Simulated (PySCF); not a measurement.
**RbCl+: from the state search to spectroscopic constants**

The task here is to estimate one member of a computed series from the others.

Computed with PySCF 2.14.0. Level: Rb def2-SVPD with ECP28, Cl def2-SVPD, scalar-relativistic core potentials.

Set-up of the first run:

The job is set up so:

```yaml
atoms: Rb, Cl
charge: 1
basis: Rb def2-SVPD with ECP28, Cl def2-SVPD
Hamiltonian: scalar-relativistic core potentials
basis_functions: 54
electrons_treated: 25
masses_in_u: 84.9118, 34.9689
levels: PBE0, PBE, r²SCAN, MN15, BHandHLYP, revPBE, HF, MP2, SCS-MP2, CCSD, CCSD(T)
grid: 80 radial by 434 angular points
occupations: held fixed by the projection of orbital angular momentum
dissociation_limit: Rb+ + Cl, each in its ground configuration
starting_distance_in_angstrom: 3.130
values_of_2S_to_try: 1, 3
```

Started as:

```sh
> OMP_NUM_THREADS=1 python dia.py task.json out
```

Steps of the session up to this table: The job; The PBE0 curve of the state that the search chose; Higher solutions at PBE0; PBE (GGA); r²SCAN (meta-GGA); MN15; BHandHLYP (global hybrid GGA); revPBE; UHF; Correlated methods on the Hartree–Fock reference.

One of the session's tables, all rows but one given; the rest of the session is left out.

It belongs to the step «The curves together». Energy (eV) from each level's lowest point:

| R (Å) | UHF | UHF-MP2 | UHF-SCS-MP2 | UHF-CCSD | UHF-CCSD(T) |
| --- | --- | --- | --- | --- | --- |
| 3.011 | 0.188 | 0.141 | 0.149 | n/a | n/a |
| 3.151 | 0.089 | 0.058 | 0.063 | 0.060 | 0.059 |
| 3.291 | 0.036 | 0.017 | 0.019 | 0.018 | 0.017 |
| 3.396 | 0.014 | 0.003 | 0.005 | 0.004 | 0.004 |
| 3.501 | 0.004 | 0.000 | 0.000 | 0.000 | 0.000 |
| 3.606 | 0.000 | 0.003 | 0.002 | 0.003 | 0.003 |
| 3.746 | 0.003 | 0.013 | 0.011 | 0.013 | 0.013 |
| 3.921 | ? | ? | ? | ? | ? |
| 4.131 | 0.027 | 0.054 | 0.050 | 0.053 | 0.054 |
| 4.411 | 0.046 | 0.081 | 0.076 | n/a | n/a |

Estimate the missing values for R (Å) = 3.921.

Worked estimate for «UHF». A straight line through the neighbours (3.746, 0.003) and (4.131, 0.027) gives 0.003 + (0.027 − 0.003) × (3.921 − 3.746) / (4.131 − 3.746) = 0.014; a parabola fitted to 4 rows on both sides gives 0.013.

**Answer.** UHF: 0.012; UHF-MP2: 0.031; UHF-SCS-MP2: 0.028; UHF-CCSD: 0.030; UHF-CCSD(T): 0.031. In «UHF» the line misses by +0.002 and the parabola by +0.001.

Caveats from the session: The bond is weak, and basis-set superposition, which was not computed, may be a sizeable part of it.
